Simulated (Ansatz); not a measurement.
BaCa3O4 and its elements, a formation energy from the elements

Program: Ansatz 0.2.0, Python API.

Input file `baca3o4_baca3o4.cif`:
```cif
data_BaCa3O4
_cell_length_a 5.108246
_cell_length_b 5.108246
_cell_length_c 5.108246
_cell_angle_alpha 90.00000
_cell_angle_beta 90.00000
_cell_angle_gamma 90.00000
_symmetry_space_group_name_H-M 'P 1'
_symmetry_Int_Tables_number 1
loop_
_symmetry_equiv_pos_as_xyz
'x, y, z'
loop_
_atom_site_label
_atom_site_type_symbol
_atom_site_fract_x
_atom_site_fract_y
_atom_site_fract_z
Ba1 Ba    0.500000    0.500000    0.500000
Ca2 Ca    0.000000    0.000000    0.500000
Ca3 Ca    0.000000    0.500000    0.000000
Ca4 Ca    0.500000    0.000000    0.000000
O5 O    0.000000    0.000000    0.000000
O6 O    0.500000    0.500000    0.000000
O7 O    0.500000    0.000000    0.500000
O8 O    0.000000    0.500000    0.500000
```

The script reads `baca3o4_ba.cif`:
```cif
data_Ba
_cell_length_a 4.341385
_cell_length_b 4.341385
_cell_length_c 4.341385
_cell_angle_alpha 109.47122
_cell_angle_beta 109.47122
_cell_angle_gamma 109.47122
_symmetry_space_group_name_H-M 'P 1'
_symmetry_Int_Tables_number 1
loop_
_symmetry_equiv_pos_as_xyz
'x, y, z'
loop_
_atom_site_label
_atom_site_type_symbol
_atom_site_fract_x
_atom_site_fract_y
_atom_site_fract_z
Ba1 Ba    0.000000    0.000000    0.000000
```

Input file `baca3o4_ca.vasp`:
```text
Ca
1.0
   0.00000000    2.79420000    2.79420000
   2.79420000    0.00000000    2.79420000
   2.79420000    2.79420000    0.00000000
Ca
1
Direct
   0.00000000    0.00000000    0.00000000
```

Input file `baca3o4_o2.cif`:
```cif
data_O
_cell_length_a 9.000000
_cell_length_b 9.500000
_cell_length_c 10.000000
_cell_angle_alpha 90.00000
_cell_angle_beta 90.00000
_cell_angle_gamma 90.00000
_symmetry_space_group_name_H-M 'P 1'
_symmetry_Int_Tables_number 1
loop_
_symmetry_equiv_pos_as_xyz
'x, y, z'
loop_
_atom_site_label
_atom_site_type_symbol
_atom_site_fract_x
_atom_site_fract_y
_atom_site_fract_z
O1 O    0.500000    0.500000    0.438500
O2 O    0.500000    0.500000    0.561500
```

`formation_baca3o4.py`:
```python
# -*- coding: utf-8 -*-
from collections import Counter
import warnings

import ansatz as az
from ase.io import read
import numpy as np
import pandas as pd

POLARISED = {"O2"}

GASES = {"O2"}


def compute(name, crystal):
    calc = (
        crystal.calculation()
        .functional("pbe")
        .basis(19 * az.Ha)
        .kpoints(spacing=0.3)
        .occupations("fermi_dirac", width=0.02)
        .stress()
    )
    if name in POLARISED:
        calc = calc.spin("collinear")
    if name in GASES:
        return calc.kpoints(1, 1, 1).relax(force_tolerance=0.01).run(threads=1)
    calc = calc.relax(force_tolerance=0.01, cell=True)
    return calc.run(threads=1)


def counts(outcome):
    return Counter(site.symbol for site in outcome.lattice.sites)

def formation_energy(outcome, mu):
    n = counts(outcome)
    return (outcome.report["energy_sigma0_ev"] - sum(k * mu[element] for element, k in n.items())) / sum(n.values())


def volume_per_atom(outcome):
    return abs(np.linalg.det(outcome.lattice.cell_ang)) / len(outcome.lattice.sites)

warnings.simplefilter("ignore")

phases = {}
atoms = read("baca3o4_baca3o4.cif")
baca3o4 = az.Crystal.from_ase(atoms)
phases["BaCa3O4"] = baca3o4
atoms = read("baca3o4_ba.cif")
ba = az.Crystal.from_ase(atoms)
phases["Ba"] = ba
atoms = read("baca3o4_ca.vasp", format="vasp")
ca = az.Crystal.from_ase(atoms)
phases["Ca"] = ca
atoms = read("baca3o4_o2.cif")
o2 = az.Crystal.from_ase(atoms).moments(O=1.0)
phases["O2"] = o2

done = {}
for name, crystal in phases.items():
    done[name] = compute(name, crystal)
    print(f"{name}: {done[name].report['energy_sigma0_ev']:.4f} eV, {len(done[name].lattice.sites)} atoms")

references = {"Ba": "Ba", "Ca": "Ca", "O": "O2"}
mu = {element: done[name].report["energy_sigma0_ev"] / len(done[name].lattice.sites) for element, name in references.items()}

target = done["BaCa3O4"]
heat = formation_energy(target, mu)
rows = [(name, len(o.lattice.sites), volume_per_atom(o), formation_energy(o, mu)) for name, o in done.items()]
print(pd.DataFrame(rows, columns=["phase", "atoms", "V (A^3/atom)", "E_form (eV/atom)"]).round(4).to_string(index=False))
```

```console
$ python formation_baca3o4.py
BaCa3O4: -13681.4254 eV, 8 atoms
Ba: -5949.5321 eV, 1 atoms
Ca: -1816.8671 eV, 1 atoms
O2: -1129.9512 eV, 2 atoms
  phase  atoms  V (A^3/atom)  E_form (eV/atom)
BaCa3O4      8       16.4001           -2.6737
     Ba      1       64.0469            0.0000
     Ca      1       42.4001            0.0000
     O2      2      427.5000            0.0000
```

Total energies depend on the potentials; only differences at equal settings carry meaning. The magnetic order follows from the starting moments and needn't be the lowest. For the metals among these phases the mesh is modest: differences between phases can be off by up to 40 meV an atom. The program warned that this SCF threshold is loose for forces or stresses. The cells come from databases of deposited and of computed structures, and not all need be stable phases. The compound is the structure given, not necessarily its lowest; energies are at zero temperature, with no correction for gases. Magnetic phases start from parallel moments and may not end in their lowest magnetic state. A semilocal functional's error on such energies is often 0.05 to 0.1 eV an atom, and 0.1 to 0.3 eV against gases such as O2 or F2. The script silences warnings, which a real study should read. Hardware and time: 54 s on 1 thread of Arm Neoverse V2, with other jobs on the host, peak memory 0.95 GiB.

(A comment or docstring line of the script was reworded after the run, the code is as it ran.)
